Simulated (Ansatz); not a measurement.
# C6H15B: up Jacob's ladder to CCSD(T)

An exercise on one series of results from a longer session: the logs are not shown, and one member is left open.

Method: functionals in def2-TZVPP, the program's frozen cores in correlated methods; program: Ansatz 0.2.0, Gaussian basis.

Levels to be run: LDA (SPW92), PBE-D4, revPBE-D4, BLYP-D4, r2SCAN-D4, B97M-V, PBE0-D4, B3LYP-D4, r2SCANh-D4, r2SCAN0-D4, HSE06-D4, BHLYP-D4, CAM-B3LYP-D4, LC-ωPBE, ωB97X-V, ωB97M-V, B2PLYP, PBE-QIDH; CCSD(T)/def2-SVP; CCSD(T)/def2-TZVPP; MP2/def2-QZVPP; extrapolation to the limit; RPA on PBE.

1 further run of the same task is left out (it didn't finish). Runs told in other sessions of the task aren't counted.

## The relaxed structure

All runs share one geometry, relaxed beforehand with PBE0-D4 in a triple-zeta def2 set.

SMILES `CCB(CC)CC`, 22 atoms, charge 0, spin multiplicity 1.

Atoms are counted from 1 here; the program's logs count them from 0.

Bond lengths: C1–C2 1.522 Å, C1–H8 1.093 Å, C1–H9 1.093 Å, C1–H10 1.093 Å, C2–B3 1.571 Å, C2–H11 1.103 Å, C2–H12 1.099 Å, B3–C4 1.573 Å, B3–C6 1.572 Å, C4–C5 1.537 Å, C4–H13 1.095 Å, C4–H14 1.096 Å, C5–H15 1.093 Å, C5–H16 1.094 Å, C5–H17 1.094 Å, C6–C7 1.539 Å, C6–H18 1.095 Å, C6–H19 1.095 Å and more. Angles: C2–C1–H8 111.5°, C2–C1–H9 112.1°, C2–C1–H10 111.3°, H8–C1–H9 107.4°, H8–C1–H10 107.0°, H9–C1–H10 107.3°, C1–C2–B3 118.9°, C1–C2–H11 109.9°, C1–C2–H12 110.7°, B3–C2–H11 104.2°, B3–C2–H12 108.8°, H11–C2–H12 102.9°, C2–B3–C4 118.8°, C2–B3–C6 121.9°, C4–B3–C6 119.2°, B3–C4–C5 108.0°, B3–C4–H13 112.5°, B3–C4–H14 111.4° and more.

Set-up of the first run:

in.yaml reads:

```yaml
crystal:
  periodic: [false, false, false]
  atoms:
    - {symbol: C, position_ang: [2.160456, 0.234704, 1.280789]}
    - {symbol: C, position_ang: [1.187497, -0.754628, 0.655189]}
    - {symbol: B, position_ang: [-0.106659, -0.205685, -0.045699]}
    - {symbol: C, position_ang: [-1.261501, -1.213693, -0.400453]}
    - {symbol: C, position_ang: [-2.311642, -1.145566, 0.719732]}
    - {symbol: C, position_ang: [-0.258258, 1.307071, -0.444686]}
    - {symbol: C, position_ang: [0.431372, 1.496926, -1.806808]}
    - {symbol: H, position_ang: [2.509870, 0.969940, 0.551179]}
    - {symbol: H, position_ang: [3.043282, -0.260962, 1.692744]}
    - {symbol: H, position_ang: [1.690040, 0.791863, 2.095509]}
    - {symbol: H, position_ang: [1.696436, -1.336327, -0.132247]}
    - {symbol: H, position_ang: [0.897007, -1.526135, 1.381491]}
    - {symbol: H, position_ang: [-0.904579, -2.245339, -0.490529]}
    - {symbol: H, position_ang: [-1.745668, -0.950002, -1.348020]}
    - {symbol: H, position_ang: [-3.149441, -1.818630, 0.522658]}
    - {symbol: H, position_ang: [-2.719269, -0.136465, 0.826200]}
    - {symbol: H, position_ang: [-1.885463, -1.429716, 1.686225]}
    - {symbol: H, position_ang: [-1.309232, 1.600496, -0.540156]}
    - {symbol: H, position_ang: [0.205850, 1.982738, 0.280881]}
    - {symbol: H, position_ang: [-0.011632, 0.854522, -2.573141]}
    - {symbol: H, position_ang: [1.496761, 1.256182, -1.755407]}
    - {symbol: H, position_ang: [0.344785, 2.528727, -2.155472]}
basis:
  gaussian: {orbitals: def2-TZVPP}
hamiltonian: {xc: lda}
output: {orbitals: {seedname: orbitals}}
```

On the command line:

```bash
> ansatz run in.yaml --threads 2 --pin off --events-out ev --progress --plain --max-ram 22528MiB --backend cuda --devices 0, --max-vram 18GiB
```

Among the steps run: LDA; PBE-D4 (GGA); revPBE-D4 (GGA); BLYP-D4 (GGA); r2SCAN-D4 (meta-GGA); B97M-V (meta-GGA); B3LYP-D4 (hybrid); r2SCANh-D4 (hybrid); r2SCAN0-D4 (hybrid); HSE06-D4 (hybrid); BHLYP-D4 (hybrid); CAM-B3LYP-D4 (range-separated); LC-ωPBE (range-separated); ωB97X-V (range-separated); ωB97M-V (range-separated); B2PLYP (double hybrid); PBE-QIDH (double hybrid).

One table of the session follows, with a row left open; its other results are not shown here.

It belongs to the step «Orbital energies across the functionals». 

| functional | HOMO (eV) | gap (eV) |
| --- | --- | --- |
| LDA (SPW92) | -6.60 | 5.05 |
| PBE-D4 | -6.52 | 5.24 |
| revPBE-D4 | ? | ? |
| BLYP-D4 | -6.45 | 5.32 |
| r2SCAN-D4 | -6.78 | 5.88 |
| B97M-V | -6.90 | 5.96 |
| PBE0-D4 | -7.86 | 7.58 |
| B3LYP-D4 | -7.68 | 7.18 |
| r2SCANh-D4 | -7.27 | 6.72 |
| r2SCAN0-D4 | -8.02 | 7.97 |
| HSE06-D4 | -7.45 | 6.79 |
| BHLYP-D4 | -9.17 | 9.94 |
| CAM-B3LYP-D4 | -9.29 | 10.11 |
| LC-ωPBE | -10.61 | 12.66 |
| ωB97X-V | -10.28 | 12.16 |
| ωB97M-V | -10.16 | 11.77 |

Q: Estimate the row for revPBE-D4 from the others.

**Answer.** HOMO (eV): -6.48; gap (eV): 5.32. In the column «HOMO (eV)» it lies between PBE-D4 (-6.52) and BLYP-D4 (-6.45).
